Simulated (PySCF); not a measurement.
# M06-2X/LANL2DZ (core potential) run of GaH3 (SMILES [H][Ga]([H])[H])

Aim: the energy change on altering one bond length of GaH3 at M06-2X/LANL2DZ (core potential), from 2 runs. The job is set up through a Python script.

The results are computed with PySCF 2.14.0.

9 further runs of the same task are left out: 9 set aside as unsound or not needed.

## 1. Starting point

GaH3 has 4 atoms, charge 0, and is taken as a singlet. As SMILES, `[H][Ga]([H])[H]`. The shape comes from GFN2-xTB, which is rough for such elements, and wasn't checked as a minimum.

Bond lengths: Ga1–H2 1.567 Å, Ga1–H3 1.567 Å, Ga1–H4 1.566 Å. Angles: H2–Ga1–H3 120.0°, H2–Ga1–H4 120.0°, H3–Ga1–H4 120.0°.

## 2. The energy at M06-2X/LANL2DZ (core potential)

The input, run.py:

```python
from pyscf import gto, dft

mol = gto.M(
    atom='''
Ga    -0.000160     0.000060     0.001280
H      1.566090    -0.029140     0.013370
H     -0.757820     1.371010    -0.018620
H     -0.808110    -1.341930     0.003970
''',
    ecp={'Ga': 'lanl2dz'},
    basis='lanl2dz',
    spin=0,
    verbose=4,
    max_memory=1860,
    charge=0,
)

mf = dft.RKS(mol)
mf.xc = 'm06-2x'
mf.grids.level = 5
mf.conv_tol = 1e-10
mf.kernel()
if not mf.converged:
    mf = mf.newton().run(mf.mo_coeff, mf.mo_occ)

etot = mf.e_tot
print('E(%s) = %.9f' % ('M06-2X', etot))
```

On the command line:

```sh
$ OMP_NUM_THREADS=1 python run.py
```

Log:

```text
PySCF version 2.14.0

[INPUT] num. atoms = 4
[INPUT] num. electrons = 6
[INPUT] charge = 0
[INPUT] spin (= nelec alpha-beta = 2S) = 0
[INPUT] symmetry False subgroup None
[INPUT] Mole.unit = angstrom
[INPUT] Symbol           X                Y                Z      unit          X                Y                Z       unit  Magmom
[INPUT]  1 Ga    -0.000160000000   0.000060000000   0.001280000000 AA   -0.000302356180   0.000113383567   0.002418849439 Bohr   0.0
[INPUT]  2 H      1.566090000000  -0.029140000000   0.013370000000 AA    2.959481186420  -0.055066619270   0.025265638285 Bohr   0.0
[INPUT]  3 H     -0.757820000000   1.371010000000  -0.018620000000 AA   -1.432072251718   2.590833414040  -0.035186700439 Bohr   0.0
[INPUT]  4 H     -0.808110000000  -1.341930000000   0.003970000000 AA   -1.527106578522  -2.535880178338   0.007502212715 Bohr   0.0

nuclear repulsion = 3.62536804124146
number of shells = 10
number of NR pGTOs = 24
number of NR cGTOs = 14
basis = lanl2dz
ecp = {'Ga': 'lanl2dz'}

******** <class 'pyscf.dft.rks.RKS'> ********
method = RKS
initial guess = minao
damping factor = 0
level_shift factor = 0
DIIS = <class 'pyscf.scf.diis.CDIIS'>
diis_start_cycle = 1
diis_space = 8
diis_damp = 0
SCF conv_tol = 1e-10
SCF conv_tol_grad = None
SCF max_cycles = 50
direct_scf = True
direct_scf_tol = 1e-13
XC library pyscf.dft.libxc version 7.0.0
    S. Lehtola, C. Steigemann, M. J.T. Oliveira, and M. A.L. Marques.,  SoftwareX 7, 1–5 (2018)
XC functionals = m06-2x
    Y. Zhao and D. G. Truhlar.,  Theor. Chem. Acc. 120, 215 (2008)
    Y. Zhao and D. G. Truhlar.,  Theor. Chem. Acc. 120, 215 (2008)
radial grids:
    Treutler-Ahlrichs [JCP 102, 346 (1995); DOI:10.1063/1.469408] (M4) radial grids

becke partition: Becke, JCP 88, 2547 (1988); DOI:10.1063/1.454033
pruning grids: <function nwchem_prune>
grids dens level: 5
symmetrized grids: False
atomic radii adjust function: <function treutler_atomic_radii_adjust>
small_rho_cutoff = 0
Set gradient conv threshold to 1e-05
Initial guess from minao.
tot grids = 115896
init E= 6.48456542142655
  HOMO = -0.246731976794255  LUMO = 0.0132374175317143  gap/eV = 7.07413
cycle= 1 E= -3.75519102536741  delta_E= -10.2  |g|= 0.241  |ddm|=  2.2
  HOMO = -0.373866517302982  LUMO = -0.0764122773689815  gap/eV = 8.09414
cycle= 2 E= -3.78842000827614  delta_E= -0.0332  |g|= 0.0455  |ddm|= 0.557
  HOMO = -0.360212255296773  LUMO = -0.0464093886794837  gap/eV = 8.53901
cycle= 3 E= -3.7894227280176  delta_E= -0.001  |g|= 0.00237  |ddm|= 0.0776
  HOMO = -0.358777469608186  LUMO = -0.0462393139328279  gap/eV = 8.50460
cycle= 4 E= -3.78942678386075  delta_E= -4.06e-06  |g|= 0.000325  |ddm|= 0.00557
  HOMO = -0.358992672797643  LUMO = -0.0463508334334518  gap/eV = 8.50742
cycle= 5 E= -3.78942689230905  delta_E= -1.08e-07  |g|= 3.98e-05  |ddm|= 0.00112
  HOMO = -0.358977592848579  LUMO = -0.0463353592508465  gap/eV = 8.50743
cycle= 6 E= -3.78942689393526  delta_E= -1.63e-09  |g|= 1.06e-06  |ddm|= 0.000149
  HOMO = -0.35897739531932  LUMO = -0.0463352902462487  gap/eV = 8.50743
cycle= 7 E= -3.7894268939359  delta_E= -6.41e-13  |g|= 7.92e-08  |ddm|= 2.8e-06
  HOMO = -0.358977341682695  LUMO = -0.0463352762943084  gap/eV = 8.50742
Extra cycle  E= -3.7894268939359  delta_E=    0  |g|= 1.51e-08  |ddm|= 1.84e-07
converged SCF energy = -3.7894268939359
E(M06-2X) = -3.789426894
```

Run time: 1.8 s. Hardware: 1 thread of Arm Neoverse V1, shared host; peak memory 0.16 GiB.

## 3. The distorted shape at the same level

The input, run.py:

```python
from pyscf import gto, dft

mol = gto.M(
    atom='''
Ga       1.454137       2.415620      -0.003562
H        3.020387       2.386420       0.008528
H        0.696477       3.786570      -0.023462
H       -0.808110      -1.341930       0.003970
''',
    spin=0,
    charge=0,
    verbose=3,
    basis='lanl2dz',
    ecp={'Ga': 'lanl2dz'},
    max_memory=1860,
)

calc0 = dft.RKS(mol)
calc0.xc = 'm06-2x'
calc0.grids.level = 5
calc0.conv_tol = 1e-10
calc0.kernel()
if not calc0.converged:
    calc0 = calc0.newton().run(calc0.mo_coeff, calc0.mo_occ)

e_tot = calc0.e_tot
print('Final energy', e_tot)
```

On the command line:

```sh
$ OMP_NUM_THREADS=1 python run.py
```

Log:

```text
converged SCF energy = -3.58856692819305
Final energy -3.5885669281930546
```

Run time: 2.4 s. Hardware: 1 thread of Arm Neoverse V1, shared host; peak memory 0.16 GiB.

## 4. What came out

Level: M06-2X/LANL2DZ (core potential).

```
                                                          quantity        value
                                         first shape: total energy  -3.78943 Eh
                                        first shape: dipole moment       0.01 D
                                          first shape: HOMO energy     -9.77 eV
                                          first shape: LUMO energy     -1.26 eV
                                        first shape: HOMO–LUMO gap      8.51 eV
                                     distorted shape: total energy  -3.58857 Eh
                                    distorted shape: dipole moment       2.71 D
                                      distorted shape: HOMO energy     -5.86 eV
                                      distorted shape: LUMO energy     -3.31 eV
                                    distorted shape: HOMO–LUMO gap      2.54 eV
energy change with the Ga1–H4 bond stretched from 1.566 to 4.386 Å     5.466 eV
```

In words: One bond (distorted shape) is far stretched, which a spin-restricted single reference describes badly; a broken-symmetry solution may lie lower. With the Ga1–H4 bond stretched from 1.566 to 4.386 Å the energy rises by 5.47 eV (126 kcal/mol). The first shape isn't relaxed at this level, so the change isn't measured from a minimum. A restricted reference can't describe the breaking bond well at this length. Mulliken charges (first shape) run from -0.13 on H2 to +0.38 on Ga1. Mulliken charges (distorted shape) run from -0.13 on H4 to +0.29 on Ga1; they depend strongly on the basis.
